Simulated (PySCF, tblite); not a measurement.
# C5H4NO radical: geometry, infrared bands and EPR parameters

What infrared bands and EPR parameters should C5H4NO radical (`C#CC1=CN[CH]O1`) show?

The runs use tblite 0.8.0 and PySCF 2.14.0, with density-fitted response routines of our own; the level of theory stands in each step. All values are computed, except where a source is named. Atoms count from 0, in the outputs and in this text.

## (1) The starting structure

11 atoms, charge 0, multiplicity 2; geometry from: force field or distance geometry start.

Bonds of the start (Å): C0–C1 1.22, C1–C2 1.42, C2–C3 1.34, C3–N4 1.40, N4–C5 1.46, C5–O6 1.44, O6–C2 1.38, C0–H7 1.06, C3–H8 1.11, N4–H9 1.05, C5–H10 1.12.

## (2) Relaxing the molecule with GFN2-xTB

The job: settings as JSON, then the geometry in Å.

```
{"job": {"kind": "relax", "xc": "GFN2-xTB", "basis": "xTB"}, "charge": 0, "multiplicity": 2}
C      3.023000    -0.131500    -0.088800
C      1.811700     0.018400    -0.012100
C      0.402200     0.198700     0.087300
C     -0.460400    -0.762000    -0.258400
N     -1.788000    -0.349600    -0.074700
C     -1.744000     1.036300     0.389600
O     -0.332600     1.304800     0.480600
H      4.070500    -0.239500    -0.166900
H     -0.196900    -1.780700    -0.610400
H     -2.635200    -0.936800    -0.264700
H     -2.144900     1.644400    -0.467400
```

The run is started by

```console
$ OMP_NUM_THREADS=1 python probes_run.py task.json out
```

This one command runs all jobs of the session in turn.

Standard output:

```text
step      E/eV     max force
  0    -532.26482    2.989
  1    -532.43134    4.262
  2    -532.55189    2.846
  3    -532.65999    1.001
  4    -532.69891    0.522
  5    -532.75014    0.813
  6    -532.76793    0.396
  7    -532.78007    0.363
  8    -532.79044    0.327
  9    -532.79981    0.350
 10    -532.80984    0.399
 11    -532.82077    0.305
 12    -532.82939    0.238
 13    -532.83431    0.200
 14    -532.83758    0.165
 15    -532.84039    0.148
 16    -532.84226    0.114
 17    -532.84331    0.092
 18    -532.84420    0.107
 19    -532.84530    0.102
 20    -532.84664    0.100
 21    -532.84817    0.120
 22    -532.84984    0.113
 23    -532.85158    0.110
 24    -532.85304    0.103
 25    -532.85392    0.070
 26    -532.85446    0.059
 27    -532.85490    0.058
 28    -532.85536    0.059
 29    -532.85579    0.055
 30    -532.85606    0.035
 31    -532.85622    0.034
 32    -532.85636    0.036
 33    -532.85654    0.034
 34    -532.85669    0.033
 35    -532.85682    0.031
 36    -532.85693    0.040
 37    -532.85708    0.043
 38    -532.85725    0.037
 39    -532.85740    0.036
 40    -532.85750    0.033
 41    -532.85757    0.024
 42    -532.85762    0.019
 43    -532.85764    0.012
 44    -532.85765    0.005
```

Run time: 0.14 s. Hardware: 1 thread of Arm Neoverse V2, shared host.

The steps of the relaxation: (not every step is listed)

```tsv
step	energy from step 0 (eV)	largest force (eV/Å)
0	0.0000	2.9895
1	-0.1665	4.2622
2	-0.2871	2.8462
3	-0.3952	1.0009
4	-0.4341	0.5218
5	-0.4853	0.8133
6	-0.5031	0.3961
7	-0.5153	0.3631
8	-0.5256	0.3272
11	-0.5560	0.3055
14	-0.5728	0.1654
17	-0.5785	0.0923
20	-0.5818	0.1000
23	-0.5868	0.1102
26	-0.5896	0.0587
29	-0.5910	0.0553
32	-0.5915	0.0365
35	-0.5920	0.0306
38	-0.5924	0.0365
39	-0.5926	0.0359
40	-0.5927	0.0331
41	-0.5928	0.0239
42	-0.5928	0.0193
43	-0.5928	0.0121
44	-0.5928	0.0055
```

Close pairs (by a distance rule), those that changed most:

```tsv
bond	before (Å)	after (Å)	change (Å)
N4–C5	1.462	1.400	-0.062
N4–H9	1.048	1.003	-0.045
C3–N4	1.402	1.357	-0.045
C5–O6	1.440	1.396	-0.043
C5–H10	1.125	1.084	-0.041
C3–H8	1.110	1.071	-0.039
C1–C2	1.424	1.396	-0.029
C2–C3	1.337	1.362	+0.025
```

The final coordinates are the input of the step that follows.

## (3) Infrared spectrum with GFN2-xTB

The job: settings as JSON, then the geometry in Å.

```
{"job": {"kind": "ir", "xc": "GFN2-xTB", "basis": "xTB"}, "charge": 0, "multiplicity": 2}
C      3.008051    -0.031529    -0.038165
C      1.803978     0.007077    -0.040204
C      0.410128     0.074222    -0.025595
C     -0.511718    -0.893710    -0.285644
N     -1.742836    -0.332654    -0.174875
C     -1.600121     0.984095     0.279882
O     -0.231511     1.259974     0.279248
H      4.055100    -0.081863    -0.041783
H     -0.356682    -1.920675    -0.545559
H     -2.620539    -0.817098    -0.214649
H     -2.208425     1.754832    -0.178700
```

Standard output:

```text
mode    cm-1     km/mol
  1     142.3      0.97
  2     145.8      1.39
  3     316.9     13.56
  4     322.1     89.74
  5     407.2     38.81
  6     449.0      2.24
  7     529.4      4.67
  8     563.9      0.07
  9     609.7     25.02
 10     670.8     26.88
 11     707.0    247.47
 12     768.6      6.19
 13     802.7     68.75
 14     915.1     36.20
 15    1033.8     96.06
 16    1058.2     31.64
 17    1092.3      4.88
 18    1148.3     16.44
 19    1217.6     83.80
 20    1279.4     51.68
 21    1372.8     45.70
 22    1542.7     78.02
 23    2215.5    105.79
 24    2977.1     80.23
 25    3183.0      7.62
 26    3400.5     38.46
 27    3518.5     48.40
```

Wall time 0.18 s (1 thread of Arm Neoverse V2, shared host).

The strongest bands and the atoms that carry them (share of the mass-weighted mode):

```tsv
cm⁻¹	km/mol	atoms
322	89.7	H9 50 %, N4 32 %
707	247.5	H10 40 %, C5 32 %, O6 10 %
803	68.8	N4 43 %, O6 12 %, C3 10 %, H10 10 %
1034	96.1	C5 26 %, H8 22 %, C3 22 %, H10 11 %
1218	83.8	C5 27 %, H10 26 %, C2 25 %
1543	78.0	C2 59 %, C3 35 %
2216	105.8	C1 60 %, C0 31 %
2977	80.2	H10 93 %
```

## (4) g tensor and hyperfine couplings: B3LYP/pcH-1

The job, as its differences from that of step 3:

```diff
@@ -1,2 +1,2 @@
-{"job": {"kind": "ir", "xc": "GFN2-xTB", "basis": "xTB"}, "charge": 0, "multiplicity": 2}
+{"job": {"kind": "epr", "basis": "pcH-1"}, "charge": 0, "multiplicity": 2}
 C      3.008051    -0.031529    -0.038165
```

Level: UKS B3LYP, pcH-1 on C H N O, non-relativistic, mean-field spin-orbit, GIAO.

Standard output:

```text
UKS, coarse grid
  cycle   1  E = -322.68633150  |g| = 4.39e-01
  cycle   2  E = -322.52802972  |g| = 7.61e-01
  cycle   3  E = -322.76362831  |g| = 1.49e-01
  cycle   4  E = -322.77272102  |g| = 4.93e-02
  cycle   5  E = -322.77371378  |g| = 2.16e-02
  cycle   6  E = -322.77395086  |g| = 7.78e-03
  cycle   7  E = -322.77398641  |g| = 3.55e-03
  cycle   8  E = -322.77399348  |g| = 2.45e-03
  cycle   9  E = -322.77399627  |g| = 1.06e-03
  cycle  10  E = -322.77399726  |g| = 2.30e-04
UKS, final grid
  cycle   1  E = -322.77402388  |g| = 2.41e-04
  cycle   2  E = -322.77402386  |g| = 4.16e-04
  cycle   3  E = -322.77402394  |g| = 8.36e-05
  cycle   4  E = -322.77402395  |g| = 5.80e-05
  cycle   5  E = -322.77402396  |g| = 3.85e-05
  cycle   6  E = -322.77402396  |g| = 1.55e-05
E = -322.77402396 Eh   <S^2> = 0.7599 (exact 0.7500)
g shifts (ppm)      1          2          3
  rmc          -222       -222       -222
  gc             -9         30         23
  oz_so         -77       1982       2078
  total        -308       1789       1878
hyperfine (MHz)  atom isotope    a_iso     a_fc   dipolar eigenvalues
    0   13C       7.02       7.02     -6.63     -5.72     12.34
    1   13C     -11.60     -11.60     -3.37     -0.46      3.83
    2   13C      11.02      11.02    -11.39     -7.81     19.20
    3   13C     -15.19     -15.19    -15.24      6.62      8.62
    4   14N       5.98       5.98     -8.93     -8.29     17.22
    5   13C     242.62     242.62    -57.91    -56.17    114.08
    6   17O     -39.27     -39.27    -76.00     37.02     38.99
    7    1H      -6.92      -6.92     -3.65     -0.21      3.86
    8    1H       5.13       5.13     -2.73     -0.05      2.78
    9    1H      -9.76      -9.76    -11.02     -5.31     16.34
   10    1H      83.50      83.50    -23.68     -4.17     27.85
```

Run time: 28 s. Hardware: 1 thread of Arm Neoverse V2, shared host; peak memory 0.82 GiB.

Principal g values 2.00201, 2.00411, 2.00420; g(iso) = 2.00344, against 2.00232 for a free electron.

Hyperfine couplings, nucleus by nucleus at this fixed geometry (no averaging over rotations):

```tsv
nuclei	isotope	a(iso) (MHz)	a(iso) (G, at g = 2.0023)	largest dipolar term (MHz)
C5	13C	242.6	86.6	114.1
H10	1H	83.5	29.8	27.8
O6	17O	-39.3	-14.0	-76.0
C3	13C	-15.2	-5.4	-15.2
C1	13C	-11.6	-4.1	3.8
C2	13C	11.0	3.9	19.2
H9	1H	-9.8	-3.5	16.3
C0	13C	7.0	2.5	12.3
H7	1H	-6.9	-2.5	3.9
N4	14N	6.0	2.1	17.2
H8	1H	5.1	1.8	2.8
```

Mulliken spin populations:

```tsv
atom	value (e)
C0	0.09
C1	-0.03
C2	0.11
C3	-0.09
N4	0.10
C5	0.66
O6	0.14
H7	0.00
H8	0.00
H9	-0.01
H10	0.02
```

In first order the couplings over 0.8 MHz of 1H, 14N give 48 distinct lines over 41.8 G.

The fields below are evaluated on a grid from the run's orbitals.

ELF in a plane through or near 10 of the atoms.

Ten even steps from ' ' (0.00) to '@' (1.00):
```
                                                        
                                                        
                                                        
                                                        
                          ----..    ==++..              
              ..::::    --##%%++  **@@@@%%              
            ..--====::  ::%%%%##--%%@@@@%%..            
        --++==++**##++....##--##====@@@@**              
      ++@@@@@@==##%%==##==++##========..                
      ##@@@@@@--..--####----==  **%%**..                
      **@@@@@@::==##..##====##--++..**++::              
      ..##%%##**##%%**++--##----##..%%@@%%::            
          ....==++**==  ..++----++==%%@@@@--            
              ::----..  ::@@@@@@..  ==%%%%              
                        **@@@@@@..    ::..              
                        ++@@@@@@..                      
                        ..**%%**                        
                                                        
                                                        
                                                        
```
The map spans 13.3 Å across and 9.2 Å up, centred on the molecule. Atoms in the plane (x, y in Å): C0 (-3.0, 0.2), C1 (-1.8, 0.1), C2 (-0.4, 0.1), C3 (0.5, -0.9), N4 (1.7, -0.4), C5 (1.7, 0.9), O6 (0.3, 1.3), H7 (-4.1, 0.2), H8 (0.2, -2.0), H9 (2.6, -1.0).

On the surface of density 0.002 e/bohr³ the electrostatic potential runs, from the 1st to the 99th percentile, from -1.41 V near O6 to 2.54 V near H9.

The spin density lies nearest to C5 44 %; O6 16 %; N4 10 %; C2 7 %.

## (5) What came out

| quantity | value |
| --- | --- |
| strongest single infrared mode (GFN2-xTB) | 707 cm⁻¹, 247 km/mol |
| zero-point energy (GFN2-xTB) | 46.3 kcal/mol |
| g(iso) (B3LYP) | 2.00344 |
| ⟨S²⟩ | 0.760 (exact 0.75) |
| largest a(iso) | 13C on C5, 242.6 MHz |
| surface potential, 1st and 99th percentile | -1.41 V and 2.54 V |

In words: The optimisation took 44 steps and gained 0.593 eV; among the close pairs (by a distance rule), N4–C5 changed most, from 1.462 to 1.400 Å. No mode is imaginary among the 27: a minimum at this level. The strongest single mode, at 707 cm⁻¹, moves mainly H10 and C5. Unscaled tight-binding wavenumbers are off by several per cent, some by more. Its intensities can rank the bands wrongly. C5 carries the largest spin population, 0.66 e. The isotropic g lies 1.1 ppt above the free-electron value.
